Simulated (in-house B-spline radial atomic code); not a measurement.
# Zr: ionisation energy by several methods

The task here is to estimate one member of a computed series from the others.

Program: in-house B-spline radial atomic code version 1. Level of theory: Dirac-Coulomb, several functionals; spherical all-electron atom at the radial basis limit. These are calculated values, not measurements, unless marked.

### What is computed

* element: zirconium (Z = 40)
* charge: 0
* electrons: 40
* configuration: [Kr] 4d2 5s2
* nucleus: Fermi, rms radius 4.269 fm

The outer shells:

[Kr] 4d2 5s2
```
[Kr] core
4d [↑ ][↑ ][  ][  ][  ]
5s [↑↓]
```

The boxes only draw the filling; these runs are spin-restricted and spherical.

The first run:

Settings, as recorded:

```ini
Z = 40
electrons = 40.0
configuration = [Kr] 4d2 5s2
hamiltonian = dirac
method = lda,vwn
spin_polarised = False
nucleus = fermi
rms_radius = 4.2694
mass_number = 90
atomic_mass = 89.904698755
speed_of_light = 137.035999084
```

Among the steps run: LDA (VWN5); LDA (PW92); exchange-only LDA; BLYP, a GGA; relativistic LDA; PBE, a GGA.

One of the session's tables, all rows but one given; the rest of the session is left out.

```
           method  ΔSCF (eV)
       LDA (VWN5)      7.343
       LDA (PW92)          ?
exchange-only LDA      6.439
 relativistic LDA      7.332
             BLYP      7.060
              PBE      7.137
```

**Question.** Estimate the row for LDA (PW92).

The run gave: ΔSCF (eV): 7.345. In the column «ΔSCF (eV)» it is the highest.
